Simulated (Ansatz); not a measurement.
# In3Se: how settings move the results

This session on In3Se sets out to relax the cell with several choices of dispersion correction.

Method: DFT PBE, scalar-relativistic, plane waves, PAW for the base; runs at other levels say so in their headings and inputs, unless a step's input says otherwise, in Ansatz 0.2.0.

1 further run of the same task is left out (set aside as unsound or not needed).

## (1) The starting structure

Symmetry: Pm-3m, No. 221, cubic system. Conventional cell: a = 4.804 Å, b = 4.804 Å, c = 4.804 Å, α = 90.00°, β = 90.00°, γ = 90.00°. Around In (site symmetry 4/mmm) lie 8 In at 3.40 Å and 4 Se at 3.40 Å. Around Se (site symmetry m-3m) lie 12 In at 3.40 Å.

As a file:

```
CELL_PARAMETERS angstrom
4.80376 0.00000 0.00000
0.00000 4.80376 0.00000
0.00000 0.00000 4.80376
ATOMIC_POSITIONS crystal
In 0.00000 0.50000 0.50000
In 0.50000 0.00000 0.50000
In 0.50000 0.50000 0.00000
Se 0.00000 0.00000 0.00000
```

The structure comes from the Materials Project (structure only); it is used as listed.

## (2) The base run, which the others are set against

input.yaml reads:

```yaml
crystal:
  lattice:
    - [4.803758, 0.0, 0.0]
    - [0.0, 4.803758, 0.0]
    - [0.0, 0.0, 4.803758]
  atoms:
    - { symbol: In, position: [0.0, 0.5, 0.5] }
    - { symbol: In, position: [0.5, 0.0, 0.5] }
    - { symbol: In, position: [0.5, 0.5, 0.0] }
    - { symbol: Se, position: [0.0, 0.0, 0.0] }
basis:
  ecutwfc: 420
kpoints:
  mp_grid: { grid: [10, 10, 10] }
hamiltonian:
  xc: pbe
scf:
  occupations: { method: gaussian, width: 0.1 }
output:
  forces: true
  stress: true
  eigenvalues: true
  populations: true
  write_density: true
  write_potential: true
  elf: true
  volumetric_format: npy
```

Its results, from an earlier run: -5565.7775 eV/atom at zero smearing, pressure -0.32 GPa, largest force 0.000 eV/Å, no gap on the mesh, in 7 SCF cycles and 17 s.

## (3) Relaxing with dispersion correction D3(BJ)

input.yaml reads:

```yaml
crystal:
  lattice:
    - [4.803758, 0.0, 0.0]
    - [0.0, 4.803758, 0.0]
    - [0.0, 0.0, 4.803758]
  atoms:
    - { symbol: In, position: [0.0, 0.5, 0.5] }
    - { symbol: In, position: [0.5, 0.0, 0.5] }
    - { symbol: In, position: [0.5, 0.5, 0.0] }
    - { symbol: Se, position: [0.0, 0.0, 0.0] }
basis:
  ecutwfc: 420
kpoints:
  mp_grid: { grid: [10, 10, 10] }
hamiltonian:
  xc: pbe
  dispersion: d3bj
scf:
  occupations: { method: gaussian, width: 0.1 }
output:
  forces: true
  stress: true
  eigenvalues: true
relax:
  adjacent_minimum: "off"
  f_tol: 0.01
  max_steps: 60
  cell: { stress_tol: 0.05 }
```

On the command line:

```bash
$ ansatz run input.yaml --threads 1 --pin off --max-ram 2560MiB --backend cpu --events-out ev --progress --plain --runs-dir out
```

## (4) Relaxation, dispersion correction: D3(BJ)+ATM

input.yaml, as its differences from that of step 3:

```diff
@@ -16,3 +16,3 @@
   xc: pbe
-  dispersion: d3bj
+  dispersion: d3bjatm
 scf:
```

## (5) Relaxing with dispersion correction D4

input.yaml, as its differences from that of step 4:

```diff
@@ -16,3 +16,3 @@
   xc: pbe
-  dispersion: d3bjatm
+  dispersion: d4
 scf:
```

## (6) Relaxation, dispersion correction: r2SCAN, rVV10

input.yaml, as its differences from that of step 5:

```diff
@@ -11,3 +11,3 @@
 basis:
-  ecutwfc: 420
+  ecutwfc: 500
 kpoints:
@@ -15,4 +15,4 @@
 hamiltonian:
-  xc: pbe
-  dispersion: d4
+  xc: r2scan
+  dispersion: rvv10
 scf:
```

(Steps that only read results are left out.)

**Question.** What does this series show? Wanted: relaxed volume by dispersion correction.

As calculated:

| quantity | value |
| --- | --- |
| relaxed volume by dispersion correction (Å³/atom) | PBE, none: 27.48; PBE, D3(BJ): 25.97; PBE, D3(BJ)+ATM: 26.12; PBE, D4: 25.96; r2SCAN, none: 26.68; r2SCAN, rVV10: 26.00 |

In words: The relaxed volumes span 5.9 %, from PBE, D4 (smallest) to PBE, none (largest). The pair corrections change the volume by up to -5.5 %; an added attraction shrinks any cell somewhat, needed or not. Spin polarisation is off in the runs that give these values; a magnetic solution could lie lower.
